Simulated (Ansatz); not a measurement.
# CsGeF3: how the settings move a single-point run

Aim: see which settings change the result for CsGeF3, by how much, and at what cost. The cell is built on a prototype (cubic perovskite) and needn't be the phase found in nature.

Method: reference: DFT, PBE, plane waves, PAW, in Ansatz 0.2.0.

1 further run of the same task is left out (it didn't finish).

## Step 1: The structure to begin with

Symmetry: Pm-3m, No. 221, cubic system. The conventional cell has a = 4.497 Å, b = 4.497 Å, c = 4.497 Å, α = 90.00°, β = 90.00°, γ = 90.00°. Cs (site symmetry m-3m) has 12 F at 3.18 Å as nearest neighbours. Ge (site symmetry m-3m) has 6 F at 2.25 Å as nearest neighbours. Around F (site symmetry 4/mmm) lie 2 Ge at 2.25 Å and 4 Cs at 3.18 Å.

Coordinates:

```cif
data_structure
_symmetry_space_group_name_H-M 'Pm-3m'
_symmetry_Int_Tables_number 221
_cell_length_a 4.4965
_cell_length_b 4.4965
_cell_length_c 4.4965
_cell_angle_alpha 90.000
_cell_angle_beta 90.000
_cell_angle_gamma 90.000
_cell_volume 90.91
loop_
_atom_site_label
_atom_site_type_symbol
_atom_site_symmetry_multiplicity
_atom_site_Wyckoff_symbol
_atom_site_fract_x
_atom_site_fract_y
_atom_site_fract_z
_atom_site_occupancy
Cs1 Cs 1 a 0.00000 0.00000 0.00000 1
Ge1 Ge 1 b 0.50000 0.50000 0.50000 1
F1 F 3 c 0.50000 0.50000 0.00000 1
```

## Step 2: Baseline

Contents of input.yaml:

```yaml
crystal:
  lattice:
    - [4.4965198488, 0.0, 0.0]
    - [0.0, 4.4965198488, 0.0]
    - [0.0, 0.0, 4.4965198488]
  atoms:
    - { symbol: Cs, position: [0.0, 0.0, 0.0] }
    - { symbol: Ge, position: [0.5, 0.5, 0.5] }
    - { symbol: F, position: [0.5, 0.5, 0.0] }
    - { symbol: F, position: [0.5, 0.0, 0.5] }
    - { symbol: F, position: [0.0, 0.5, 0.5] }
kpoints:
  mp_grid: { grid: [4, 4, 4] }
hamiltonian:
  xc: pbe
scf:
  occupations: { method: fixed }
  n_extra_bands: 5
output:
  forces: true
  stress: true
  eigenvalues: true
```

On the command line:

```
> ansatz run input.yaml --threads 4 --pin off --max-ram 4608MiB --backend cpu --events-out ev --progress --plain --runs-dir out
```

## Step 3: Changing settings: mp_grid.grid [3, 3, 3]

Edit input.yaml of step 2 so:

```diff
@@ -12,3 +12,3 @@
 kpoints:
-  mp_grid: { grid: [4, 4, 4] }
+  mp_grid: { grid: [3, 3, 3] }
 hamiltonian:
```

## Step 4: Changed: mp_grid.grid [8, 8, 1]

Edit input.yaml of step 2 so:

```diff
@@ -12,3 +12,3 @@
 kpoints:
-  mp_grid: { grid: [4, 4, 4] }
+  mp_grid: { grid: [8, 8, 1] }
 hamiltonian:
```

## Step 5: Variant: occupations.method gaussian, occupations.width 0.05

Edit input.yaml of step 2 so:

```diff
@@ -16,3 +16,3 @@
 scf:
-  occupations: { method: fixed }
+  occupations: { method: gaussian, width: 0.05 }
   n_extra_bands: 5
```

## Step 6: Variant: mixing.ndim 1

Edit input.yaml of step 2 so:

```diff
@@ -18,2 +18,4 @@
   n_extra_bands: 5
+  mixing: { ndim: 1 }
+  max_iter: 82
 output:
```

## Step 7: Changed: ecutwfc 900

Edit input.yaml of step 2 so:

```diff
@@ -22 +22,3 @@
   eigenvalues: true
+basis:
+  ecutwfc: 900
```

## Step 8: Changing settings: exchange pbe, correlation pbe, coeff 0.4, omega 0.1

Edit input.yaml of step 2 so:

```diff
@@ -14,3 +14,3 @@
 hamiltonian:
-  xc: pbe
+  xc: { exchange: pbe, correlation: pbe, exx: { coeff: 0.4, omega: 0.1 } }
 scf:
```

**Question.** What will these runs give? Wanted: for each run, ending; energy change; pressure; gap; force.

As calculated:

```tsv
run	ending	energy change	pressure (GPa)	gap (eV)	force (eV/Å)	cycles	time
reference	converged	0	2.5	1.85	0.00	6	1.1 s
1: mp_grid.grid [3, 3, 3]	converged	-16.3 meV/atom	2.1	4.29	0.00	7	0.85 s
2: mp_grid.grid [8, 8, 1]	converged	-242.6 meV/atom	0.5	3.87	0.00	8	1.5 s
3: occupations.method gaussian, occupations.width 0.05	converged	0.0 meV/atom (σ→0)	2.5	1.85	0.00	6	1.2 s
4: mixing.ndim 1	converged	0.0 meV/atom	2.5	1.85	0.00	17	1.6 s
5: ecutwfc 900	converged	-4.2 meV/atom	2.4	1.85	0.00	6	2.4 s
6: exchange pbe, correlation pbe, coeff 0.4, omega 0.1	converged	not comparable	0.4	3.92	0.00	17	32 s
```

Residual by cycle in the longest SCF loop of each run; runs are numbered as in the table. The quantity is the density residual dr2, in eV.

```tsv
cycle	reference	run 1	run 2	run 3	run 4	run 5	run 6
1	0.00442	0.00116	0.198	0.00461	0.00442	0.00473	0.226
2	0.00104	4.8e-4	0.0266	0.00112	0.00104	0.00106	0.0348
4	1.1e-5	7.4e-6	1.5e-4	1.3e-5	1.3e-4	1.2e-5	0.00188
5	5.6e-7	5.3e-6	2.7e-5	1.0e-6	5.4e-5	6.0e-7	0.00142
7	-	1.7e-8	2.1e-7	-	9.8e-6	-	-
8	-	-	2.1e-8	-	4.3e-6	-	-
10	-	-	-	-	8.7e-7	-	-
11	-	-	-	-	4.0e-7	-	-
13	-	-	-	-	8.4e-8	-	-
14	-	-	-	-	3.9e-8	-	-
16	-	-	-	-	8.4e-9	-	-
17	-	-	-	-	3.9e-9	-	-
```

Of the variants the dearest is «exchange pbe, correlation pbe, coeff 0.4, omega 0.1» (32 s), the cheapest «mp_grid.grid [3, 3, 3]» (0.85 s), on a shared host. The gap of the reference lacks spin-orbit coupling, though the cell holds Cs.
